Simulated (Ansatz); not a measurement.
# BN: the cost of one run

Program: Ansatz 0.2.0. Level of theory: DFT r2SCAN, scalar-relativistic, plane waves, PAW. These are calculated values, not measurements.

1 further run of the same task is left out (set aside as unsound or not needed).

## Step 1: The starting structure

The structure is hexagonal, space group P6_3/mmc (No. 194). The conventional cell has a = 2.501 Å, b = 2.501 Å, c = 6.874 Å, α = 90.00°, β = 90.00°, γ = 120.00°. B (site symmetry -6m2) has 3 N at 1.44 Å as nearest neighbours. N (site symmetry -6m2) is surrounded by 3 B at 1.44 Å.

Coordinates:

```cif
data_structure
_symmetry_space_group_name_H-M 'P6_3/mmc'
_symmetry_Int_Tables_number 194
_cell_length_a 2.5010
_cell_length_b 2.5010
_cell_length_c 6.8742
_cell_angle_alpha 90.000
_cell_angle_beta 90.000
_cell_angle_gamma 120.000
_cell_volume 37.24
loop_
_atom_site_label
_atom_site_type_symbol
_atom_site_symmetry_multiplicity
_atom_site_Wyckoff_symbol
_atom_site_fract_x
_atom_site_fract_y
_atom_site_fract_z
_atom_site_occupancy
B1 B 2 c 0.33333 0.66667 0.25000 1
N1 N 2 d 0.33333 0.66667 0.75000 1
```

It is the result of an earlier relaxation at this level (volume 9.31 Å³/atom; gap on the mesh: 4.89 eV).

## Step 2: Zero of the scan

Input file input.yaml:

```yaml
crystal:
  lattice:
    - [2.5009753125, 0.0, 0.0]
    - [-1.2504876563, 2.1659081548, 0.0]
    - [0.0, 0.0, 6.8741616654]
  atoms:
    - { symbol: B, position: [0.3333333333, 0.6666666667, 0.25] }
    - { symbol: B, position: [0.6666666667, 0.3333333333, 0.75] }
    - { symbol: "N", position: [0.3333333333, 0.6666666667, 0.75] }
    - { symbol: "N", position: [0.6666666667, 0.3333333333, 0.25] }
basis:
  ecutwfc: 500
kpoints:
  mp_grid: { grid: [12, 12, 4] }
hamiltonian:
  xc: r2scan
scf:
  occupations: { method: gaussian, width: 0.05 }
output:
  forces: true
  stress: true
  eigenvalues: true
  write_density: true
  write_potential: true
  elf: true
  volumetric_format: npy
```

Run with:

```bash
$ ansatz run input.yaml --threads 1 --pin off --max-ram 2560MiB --backend cpu --events-out ev --progress --plain --runs-dir out
```

**Question.** How long does this run take on 1 thread of Intel Xeon Platinum 8488C (Sapphire Rapids), shared host, and how much memory does it need?

About 2.9 s, with a peak of 0.46 GiB.
